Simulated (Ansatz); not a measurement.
# GeH₅O₂SSi radical: a ladder of functionals and wavefunction methods

One table from this session's results is given with a row withheld; the runs are named, their logs left out.

The runs use Ansatz 0.2.0, Gaussian basis; functionals in def2-TZVPP, the program's frozen cores in correlated methods.

The runs, in order: PBE-D4, r2SCAN-D4, PBE0-D4, B3LYP-D4, ωB97X-V, ωB97M-V, B2PLYP; CCSD(T)/def2-TZVPP; MP2/def2-QZVPP; extrapolation to the limit.

### Structure used throughout

All runs share one geometry, relaxed beforehand with PBE0-D4 in a triple-zeta def2 set.

SMILES `O[SiH][S][GeH2][OH]`, 10 atoms, charge 0, spin multiplicity 2.

Atoms are counted from 1 here; the program's logs count them from 0.

Bond lengths: O1–Si2 1.638 Å, O1–H6 0.971 Å, Si2–S3 2.158 Å, Si2–H7 1.489 Å, S3–Ge4 2.200 Å, Ge4–O5 1.803 Å, Ge4–H8 1.539 Å, Ge4–H9 1.535 Å, O5–H10 0.961 Å. Angles: Si2–O1–H6 111.9°, O1–Si2–S3 112.2°, O1–Si2–H7 107.9°, S3–Si2–H7 105.8°, Si2–S3–Ge4 96.2°, S3–Ge4–O5 105.2°, S3–Ge4–H8 113.3°, S3–Ge4–H9 108.5°, O5–Ge4–H8 107.0°, O5–Ge4–H9 109.5°, H8–Ge4–H9 113.0°, Ge4–O5–H10 112.5°.

The first run:

Input file in.yaml:

```yaml
crystal:
  periodic: [false, false, false]
  atoms:
    - {symbol: O, position_ang: [-1.827178, -1.064654, 0.391831]}
    - {symbol: Si, position_ang: [-0.375963, -1.676457, 0.842010]}
    - {symbol: S, position_ang: [1.160368, -1.289849, -0.623401]}
    - {symbol: Ge, position_ang: [1.133570, 0.900430, -0.420766]}
    - {symbol: O, position_ang: [-0.610213, 1.356846, -0.437912]}
    - {symbol: H, position_ang: [-1.747586, -0.160476, 0.045545]}
    - {symbol: H, position_ang: [-0.506498, -3.158322, 0.913046]}
    - {symbol: H, position_ang: [1.714767, 1.395744, 0.915110]}
    - {symbol: H, position_ang: [1.835995, 1.510119, -1.641974]}
    - {symbol: H, position_ang: [-0.777252, 2.186608, 0.016511]}
basis:
  gaussian: {orbitals: def2-TZVPP}
magnetization: {spin_polarized: true, initial_magnetization: 1}
hamiltonian: {xc: pbe, dispersion: d4}
output: {forces: true, orbitals: {seedname: orbitals}}
```

The run is started by

```sh
$ ansatz run in.yaml --threads 2 --pin off --events-out ev --progress --plain --max-ram 22528MiB --backend cpu
```

Steps of the session up to this table: PBE-D4 (GGA); r2SCAN-D4 (meta-GGA); PBE0-D4 (hybrid); B3LYP-D4 (hybrid); ωB97X-V (range-separated); ωB97M-V (range-separated); B2PLYP (double hybrid); CCSD(T) in def2-TZVPP; MP2 in def2-QZVPP.

One of the session's tables, all rows but one given; the rest of the session is left out.

```
            method  atomisation energy (kJ/mol)
            PBE-D4                       3282.2
         r2SCAN-D4                       3267.8
           PBE0-D4                       3209.7
          B3LYP-D4                            ?
           ωB97X-V                       3261.0
           ωB97M-V                       3238.4
            B2PLYP                       3184.6
     HF/def2-TZVPP                       2230.3
    MP2/def2-TZVPP                       3225.2
   CCSD/def2-TZVPP                       3096.2
CCSD(T)/def2-TZVPP                       3157.3
           MP2/CBS                       3326.8
       CCSD(T)/CBS                       3258.9
```

Estimate the missing values for B3LYP-D4.

As computed: atomisation energy (kJ/mol): 3216.3. In the column «atomisation energy (kJ/mol)» it lies between PBE0-D4 (3209.7) and MP2/def2-TZVPP (3225.2).

Caveats from the session: Free atoms (2 O, 1 Si, 1 S, 1 Ge, 5 H) were run apart at each level; the atomisation energy is their sum less the molecule, without zero-point or spin-orbit terms.
